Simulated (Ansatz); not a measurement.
# InGaAs2: a tetragonal deformation path

An exercise on one series of results from a longer session: the logs are not shown, and one member is left open.

Method: DFT r2SCAN, scalar-relativistic, plane waves, PAW, in Ansatz 0.2.0.

### The system as given

It takes space group P-4m2 (No. 115, tetragonal). Conventional cell: a = 4.225 Å, b = 4.225 Å, c = 5.962 Å, α = 90.00°, β = 90.00°, γ = 90.00°. In (site symmetry -4m2) has 4 As at 2.65 Å in its first shell of neighbours. Around Ga (site symmetry -4m2) lie 4 As at 2.52 Å. As (site symmetry 2mm) is surrounded by 2 Ga at 2.52 Å and 2 In at 2.65 Å.

As a file:

```cif
data_structure
_symmetry_space_group_name_H-M 'P-4m2'
_symmetry_Int_Tables_number 115
_cell_length_a 4.2250
_cell_length_b 4.2250
_cell_length_c 5.9621
_cell_angle_alpha 90.000
_cell_angle_beta 90.000
_cell_angle_gamma 90.000
_cell_volume 106.43
loop_
_atom_site_label
_atom_site_type_symbol
_atom_site_symmetry_multiplicity
_atom_site_Wyckoff_symbol
_atom_site_fract_x
_atom_site_fract_y
_atom_site_fract_z
_atom_site_occupancy
In1 In 1 d 0.00000 0.00000 0.50000 1
Ga1 Ga 1 b 0.50000 0.50000 0.00000 1
As1 As 2 g 0.50000 0.00000 0.76848 1
```

It goes back to an entry of the Materials Project, which need not be the stable form.

No relaxation comes first: the listed cell is the starting point.

### Zero of energy

The reference gives a free energy of -19132.8063 eV, pressure -2.36 GPa, largest force 0.057 eV/Å and gap on the mesh 0.06 eV. It was computed beforehand with the settings of the runs below.

Set-up of the first run:

At fixed volume and fractional coordinates, lengths along (0.000, 0.000, 1.000) are scaled against those across it; ρ is that ratio over its starting value.

The input, input.yaml:

```yaml
crystal:
  lattice:
    - [4.4601951544, 0.0, 0.0]
    - [0.0, 4.4601951544, 0.0]
    - [0.0, 0.0, 5.3499374317]
  atoms:
    - { symbol: In, position: [0.0, 0.0, 0.5] }
    - { symbol: Ga, position: [0.5, 0.5, 0.0] }
    - { symbol: As, position: [0.5, 0.0, 0.768475] }
    - { symbol: As, position: [0.0, 0.5, 0.231525] }
basis:
  ecutwfc: 500
kpoints:
  mp_grid: { grid: [10, 10, 6] }
hamiltonian:
  xc: r2scan
scf:
  occupations: { method: gaussian, width: 0.03 }
output:
  forces: true
  stress: true
  eigenvalues: true
```

On the command line:

```bash
> ansatz run input.yaml --threads 1 --pin off --max-ram 2560MiB --backend cpu --events-out ev --progress --plain --runs-dir out
```

Among the steps run: Point ρ = 0.850; Point ρ = 1.200; ρ = 0.920; Point ρ = 1.100; Point ρ = 0.960; ρ = 1.050; ρ = 0.800; At ρ = 1.300.

One table of the session follows, with a row left open; its other results are not shown here.

It belongs to the step «The scan collected». The scan, with free energies counted from the undisturbed cell:

```
    ρ  ΔE (meV/atom)  pressure (GPa)  gap on the mesh (eV)
0.800          109.4            -3.0                  0.13
0.850           64.8            -2.7                  0.14
0.920           20.9            -2.4                  0.12
0.960              ?               ?                     ?
1.000            0.0            -2.4                  0.06
1.050            4.0            -2.4                  0.00
1.100           21.7            -2.5                  0.00
1.200           98.2            -2.7                  0.00
1.300          223.5            -2.8                  0.00
```

**Question.** Estimate the row for ρ = 0.960.

Worked estimate for «ΔE (meV/atom)». A straight line through the neighbours (0.920, 20.9) and (1.000, 0.0) gives 20.9 + (0.0 − 20.9) × (0.960 − 0.920) / (1.000 − 0.920) = 10.5; a parabola fitted to 4 rows on both sides gives 6.5.

The run gave: ΔE (meV/atom): 6.4; pressure (GPa): -2.4; gap on the mesh (eV): 0.02. In «ΔE (meV/atom)» the line misses by +4.1 and the parabola by +0.1.
